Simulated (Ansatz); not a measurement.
# GeNH+ (quartet): the correlation ladder, cc-pVTZ

One table from this session's results is given with a row withheld; the runs are named, their logs left out.

Computed with Ansatz 0.2.0, Gaussian basis. Level: cc-pVTZ, core rule «outside noble gas», up to 15 orbitals frozen.

The runs, in order: UHF; CCSD(T) on ROHF; CCSD(T) on UHF; BCCD(T) on ROHF; CCSDT(Q) on ROHF; CCSDT(Q) on UHF; CASSCF and MRCISD+Q, 9 electrons in 9 orbitals; CASSCF and NEVPT2, 9 electrons in 9 orbitals.

8 further runs of the same task are left out: 2 for a known fault of the program, 6 set aside as unsound or not needed.

## What is computed

The geometry is a PBE0/def2-TZVP stationary point (not a proven minimum) of the parent state, kept for this charge and spin. No spin-orbit coupling is included. The filled d shell of Ge may be among the frozen orbitals whatever the setting's name suggests; the logs give the count.

3 atoms, charge 1, spin multiplicity 4.

Atoms are counted from 1 here; the program's logs count them from 0.

Bond lengths: Ge1–N2 1.890 Å, N2–H3 1.024 Å. Angles: Ge1–N2–H3 119.0°.

Geometry (Å):

```xyz
3
charge 1, multiplicity 4
Ge    0.0000    0.0143    0.3293
N     0.0000   -0.1264   -1.5555
H     0.0000    0.7301   -2.1167
```

Set-up of the first run:

Contents of in.yaml:

```yaml
crystal:
  periodic: [false, false, false]
  atoms:
    - {symbol: Ge, position_ang: [0.000000, 0.014250, 0.329308]}
    - {symbol: N, position_ang: [0.000000, -0.126443, -1.555498]}
    - {symbol: H, position_ang: [0.000000, 0.730143, -2.116709]}
basis:
  gaussian: {orbitals: cc-pVTZ}
total_charge: 1
magnetization: {spin_polarized: true, initial_magnetization: 3}
hamiltonian: {xc: hf}
output: {orbitals: {seedname: orbitals}}
```

Command:

```
$ ansatz run in.yaml --threads 1 --pin off --events-out ev --progress --plain --max-ram 4096MiB --backend cpu
```

Among the steps run: UHF; CCSD(T) on ROHF; CCSD(T) on UHF; BCCD(T) on ROHF; CCSDT(Q) on ROHF; CCSDT(Q) on UHF; CASSCF and MRCISD+Q, 9 electrons in 9 orbitals; CASSCF and NEVPT2, 9 electrons in 9 orbitals.

One of the session's tables, all rows but one given; the rest of the session is left out.

```
          method  from UCCSDT(Q) (meV)
            ROHF               +6566.3
             UHF               +6279.0
            RMP2               +1143.6
            UMP2               +1150.2
           RCCSD                +265.1
           UCCSD                +250.3
        RCCSD(T)                 +54.8
        UCCSD(T)                 +46.1
         BCCD(T)                 +51.5
          RCCSDT                 +20.3
          UCCSDT                     ?
       RCCSDT(Q)                 +11.0
       UCCSDT(Q)                     0
  CASSCF valence               +4816.5
  NEVPT2 valence                +974.0
  MRCISD valence                +372.6
MRCISD+Q valence                 +94.7
```

Estimate the missing values for UCCSDT.

**Answer.** from UCCSDT(Q) (meV): +10.0. In the column «from UCCSDT(Q) (meV)» it lies between UCCSDT(Q) (0) and RCCSDT(Q) (+11.0).

Some runs used a GPU and others CPU threads alone; cost is compared among the CPU runs only.

Among the levels timed on like hardware, those that no quicker one beats, quickest first: NEVPT2 valence (13 s, +974.0 meV); BCCD(T) (26 s, +51.5 meV); UCCSD(T) (82 s, +46.1 meV).

Caveats from the session: Of the multireference levels listed MRCISD+Q valence comes nearest in total energy (+94.7 meV), which doesn't show that its space is the better one. Restricted and unrestricted rows rest on different reference determinants; where their highest levels disagree by more than a few hundredths of an eV, they describe different states and don't form one ladder.
